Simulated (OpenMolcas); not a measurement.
# Al: a chain of runs

Wanted: a series of 9 runs (ROHF/cc-pVDZ, CASSCF(3,4)/cc-pVDZ, CASPT2(3,4)/cc-pVDZ, CASPT2[IPEA 0](3,4)/cc-pVDZ, SC-NEVPT2(3,4)/cc-pVDZ, PC-NEVPT2(3,4)/cc-pVDZ, MC-PDFT[tPBE](3,4)/cc-pVDZ, MC-PDFT[ftPBE](3,4)/cc-pVDZ, and more) of Al. 

The calculation is run with OpenMolcas 26.06.

70 further runs of the same task are left out: 70 set aside as unsound or not needed.

## 1. The energy at ROHF/cc-pVDZ (run 1)

step1.inp reads:

```
* Al Hartree-Fock

&GATEWAY
 BASLIB
 $CurrDir
 COORD
 1
 angstrom
 Al       0.000000       0.000000       0.000000
 BASIS
 cc-pVDZ
 GROUP
 NoSym

&SEWARD

&SCF
 UHF
 SPIN
 2
 PRORBITALS
 1 1

&RASSCF
 FILEORB
 $Project.UnaOrb
 SPIN
 2
 NACTEL
 1 0 0
 INACTIVE
 6
 RAS2
 1
 OUTORBITALS
 Canonical
 ORBLISTING
 Nothing
```

The basis set cc-pVDZ is read from a file made from the Basis Set Exchange's data (not shown).

Command:

```
$ export MOLCAS_MEM=1860
$ pymolcas step1.inp > step1.log
```

What it wrote:

```text
--- Start Module: gateway ---
[...]
--- Stop Module: gateway /rc=_RC_ALL_IS_WELL_ ---
[...]
      Basis functions           18
[...]
--- Start Module: scf ---
[...]
       Convergence after   8 Iterations
[...]
::    Total SCF energy                               -241.8735095887
[...]
      Total spin, S                                     0.5071954396
[...]
--- Stop Module: scf /rc=_RC_ALL_IS_WELL_ ---
--- Start Module: rasscf ---
[...]
      Number of active orbitals                  1
[...]
      Spin quantum number                      0.5
[...]
      Active orbitals                            1
[...]
      Number of CSFs                             1
[...]
      Number of root(s) required                 1
[...]
      Convergence after  8 iterations
[...]
      printout of CI-coefficients larger than  0.05 for root  1
      energy=    -241.870133
      conf/sym  1     Coeff  Weight
             1  u   1.00000 1.00000
      Natural orbitals and occupation numbers for root  1
      sym 1:   1.000000
      ************************************************************************************************************************
      *                                                    Final results                                                     *
[...]
::    RASSCF root number  1 Total energy:   -241.87013342
[...]
      Total electronic charge=   13.000000
      Total            charge=   -0.000000
[...]
      Dipole Moment (debye):
      Origin of the operator (angstrom)=    0.0000    0.0000    0.0000
                   X= -2.9145E-16               Y=  1.6176E-16               Z=  6.1344E-16           Total=  6.9816E-16
      Quadrupole Moment (debye*angstrom):
[...]
--- Stop Module: rasscf /rc=_RC_ALL_IS_WELL_ ---
[...]
```

Wall time 3 s (1 thread of Intel Xeon Platinum 8259CL at 2.50GHz (Skylake/Cascade Lake), shared host); peak memory 0.37 GiB.

## 2. The Al atom: the energy at CASSCF(3,4)/cc-pVDZ (run 2)

step2.inp reads:

```
* Al CASSCF
&GATEWAY
BasLib
$CurrDir
Coord
1
angstrom
Al       0.000000       0.000000       0.000000
Basis
cc-pVDZ
Group
NoSym
&SEWARD
&RASSCF
FileOrb
$CurrDir/step1.RasOrb
Spin
2
Nactel
3 0 0
Inactive
5
Ras2
4
OrbListing
Nothing
OrbAppear
Compact
```

The basis set cc-pVDZ is read from a file made from the Basis Set Exchange's data (not shown).

Run the same way, it converges to -241.89408 Eh (log not shown).

Runs 3 to 7 aren't shown in full; the table further down has their settings and results.

## 3. The Al atom: the energy at MC-PDFT[ftPBE](3,4)/cc-pVDZ (run 8)

step8.input reads:

```
* Al MC-PDFT

&gateway
  baslib=$CurrDir
  coord
  1
  angstrom
  Al       0.000000       0.000000       0.000000
  basis=cc-pVDZ
  group=NoSym

&seward

&rasscf
  fileorb=$CurrDir/step2.RasOrb
  spin=2
  nactel=3 0 0
  inactive=5
  ras2=4
  orblisting=Nothing
  orbappear=Compact

&mcpdft
  ksdft=FT:PBE
```

The basis set cc-pVDZ is read from a file made from the Basis Set Exchange's data (not shown).

Run the same way, it converges to -242.27779 Eh (log not shown).

## 4. The Al atom: a single-point energy at MRCI(3,4)/cc-pVDZ (run 9)

step9.input reads:

```
&gateway
 baslib
 $CurrDir
 coord
 1
 angstrom
 Al       0.000000       0.000000       0.000000
 basis
 cc-pVDZ
 group
 NoSym

&seward

&rasscf
 fileorb
 $CurrDir/step2.RasOrb
 spin
 2
 nactel
 3 0 0
 inactive
 5
 ras2
 4
 orblisting
 Nothing
 orbappear
 Compact

&motra
 lumorb
 frozen
 5

&guga
 electrons
 3
 spin
 2
 inactive
 0
 active
 4
 ciall
 1

&mrci
 sdci
```

The basis set cc-pVDZ is read from a file made from the Basis Set Exchange's data (not shown).

Run the same way, it converges to -241.92146 Eh (log not shown).

## 5. All runs side by side

```csv
run,level,active rule,inactive,energy (Eh),dipole moment (D) of the reference,wall time
1,ROHF/cc-pVDZ,–,–,-241.870133,0.00,3 s
2,"CASSCF(3,4)/cc-pVDZ",full valence,5,-241.894077,0.00,2.4 s
3,"CASPT2(3,4)/cc-pVDZ",full valence,5,-241.910952,0.00,2.4 s
4,"CASPT2[IPEA 0](3,4)/cc-pVDZ",full valence,5,-241.915234,0.00,2.3 s
5,"SC-NEVPT2(3,4)/cc-pVDZ",full valence,5,-241.913188,0.00,2.2 s
6,"PC-NEVPT2(3,4)/cc-pVDZ",full valence,5,-241.913281,0.00,2.3 s
7,"MC-PDFT[tPBE](3,4)/cc-pVDZ",full valence,5,-242.219889,0.00,2.5 s
8,"MC-PDFT[ftPBE](3,4)/cc-pVDZ",full valence,5,-242.277789,0.00,2.5 s
9,"MRCI(3,4)/cc-pVDZ",full valence,5,-241.921464,0.00,2.4 s
```

## 6. Outcome

| quantity | value |
| --- | --- |
| Al atom, run 9: total energy | -241.92146 Eh |
| Al atom, run 9: dipole moment (CASSCF density) | 0.00 D |

In words: Below the ROHF energy at the same shape and in the same basis (cc-pVDZ): CASSCF(3,4) -23.9 mEh; CASPT2(3,4) -40.8 mEh; CASPT2[IPEA 0](3,4) -45.1 mEh; SC-NEVPT2(3,4) -43.1 mEh; PC-NEVPT2(3,4) -43.1 mEh; MRCI(3,4) -51.3 mEh. Active-space methods hold only the correlation inside their space unless a perturbation or CI step follows. All runs together took 22 s, the longest 3 s.
